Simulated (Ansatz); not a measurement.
# C4H6BF: a ladder of functionals and wavefunction methods

Aim: compute C4H6BF with functionals from several rungs and with coupled cluster. The yardstick is the atomisation energy at the CCSD(T) limit.

The runs use Ansatz 0.2.0, Gaussian basis; functionals in def2-TZVPP, the program's frozen cores in correlated methods.

Levels to be run: PBE-D4, r2SCAN-D4, PBE0-D4, B3LYP-D4, ωB97X-V, ωB97M-V, B2PLYP; CCSD(T)/def2-TZVPP; MP2/def2-QZVPP; extrapolation to the limit.

**1. Structure used throughout**

An earlier PBE0-D4 in a triple-zeta def2 set relaxation fixed the geometry.

SMILES `C/C=C1\CB1F`, 12 atoms, charge 0, spin multiplicity 1.

Atoms are counted from 1 here; the program's logs count them from 0.

Bond lengths: C1–C2 1.486 Å, C1–H7 1.095 Å, C1–H8 1.090 Å, C1–H9 1.095 Å, C2–C3 1.328 Å, C2–H10 1.089 Å, C3–C4 1.542 Å, C3–B5 1.477 Å, C4–B5 1.533 Å, C4–H11 1.092 Å, C4–H12 1.092 Å, B5–F6 1.311 Å. Angles: C2–C1–H7 110.7°, C2–C1–H8 111.4°, C2–C1–H9 110.7°, H7–C1–H8 108.8°, H7–C1–H9 106.3°, H8–C1–H9 108.8°, C1–C2–C3 125.2°, C1–C2–H10 116.6°, C3–C2–H10 118.2°, C2–C3–C4 137.8°, C2–C3–B5 161.2°, C4–C3–B5 61.0°, C3–C4–B5 57.4°, C3–C4–H11 117.4°, C3–C4–H12 117.4°, B5–C4–H11 121.0°, B5–C4–H12 121.0°, H11–C4–H12 112.0° and more.

As a file:

```
atom    x (Å)    y (Å)    z (Å)
  C1   0.6491  -0.9932   1.4310
  C2   0.6307   0.3517   0.8004
  C3  -0.0098   0.6625  -0.3201
  C4  -0.8971  -0.0455  -1.3632
  B5  -0.5283   1.4393  -1.4642
  F6  -0.6343   2.5630  -2.1317
  H7   1.6755  -1.3653   1.5177
  H8   0.0621  -1.7106   0.8569
  H9   0.2524  -0.9475   2.4508
 H10   1.1912   1.1364   1.3072
 H11  -1.8937  -0.3573  -1.0454
 H12  -0.4208  -0.7887  -2.0053
```

**2. PBE-D4 (GGA)**

in.yaml

```yaml
crystal:
  periodic: [false, false, false]
  atoms:
    - {symbol: C, position_ang: [0.649072, -0.993238, 1.430984]}
    - {symbol: C, position_ang: [0.630677, 0.351691, 0.800394]}
    - {symbol: C, position_ang: [-0.009831, 0.662518, -0.320088]}
    - {symbol: C, position_ang: [-0.897115, -0.045471, -1.363240]}
    - {symbol: B, position_ang: [-0.528263, 1.439299, -1.464183]}
    - {symbol: F, position_ang: [-0.634333, 2.562996, -2.131671]}
    - {symbol: H, position_ang: [1.675548, -1.365290, 1.517660]}
    - {symbol: H, position_ang: [0.062114, -1.710636, 0.856872]}
    - {symbol: H, position_ang: [0.252382, -0.947477, 2.450830]}
    - {symbol: H, position_ang: [1.191208, 1.136377, 1.307215]}
    - {symbol: H, position_ang: [-1.893700, -0.357295, -1.045398]}
    - {symbol: H, position_ang: [-0.420760, -0.788672, -2.005274]}
basis:
  gaussian: {orbitals: def2-TZVPP}
hamiltonian: {xc: pbe, dispersion: d4}
output: {forces: true, orbitals: {seedname: orbitals}}
```

Command:

```console
ansatz run in.yaml --threads 4 --pin off --events-out ev --progress --plain --max-ram 10444MiB
```

Further steps of the session: r2SCAN-D4 (meta-GGA); PBE0-D4 (hybrid); B3LYP-D4 (hybrid); ωB97X-V (range-separated); ωB97M-V (range-separated); B2PLYP (double hybrid); CCSD(T) in def2-TZVPP; MP2 in def2-QZVPP.

Before running them: what should the planned runs give, taken together? Wanted: atomisation energy, CCSD(T)/CBS; farthest; mean size of error, hybrid; mean size of error, range-separated; gap, smallest and largest; T1 diagnostic; triples share of the correlation energy.

The runs gave:

| quantity | value |
| --- | --- |
| atomisation energy, CCSD(T)/CBS | 52.923 eV |
| functionals within 0.265 eV (0.5 %) | ωB97X-V, B2PLYP |
| farthest | PBE-D4 (+1.993 eV) |
| mean size of error, hybrid | 0.652 eV |
| mean size of error, range-separated | 0.339 eV |
| gap, smallest and largest | 3.65 eV (PBE-D4), 10.35 eV (ωB97X-V) |
| T1 diagnostic | 0.0124 |
| triples share of the correlation energy | 4.1 % |

In words: PBE-D4 misses by +1.993 eV. Double hybrids carry the basis error of their MP2 part in triple zeta, and no dispersion term here, so their miss is partly the set-up's. The reference freezes the cores and leaves out relativity and excitations past (T), so misses under about 0.265 eV can't be ranked. Hartree-Fock recovers 75 % of the binding; the rest is correlation. Orbital gaps span 3.6 to 10.4 eV; exact exchange widens them. The restricted reference is unstable towards a spin-broken one.
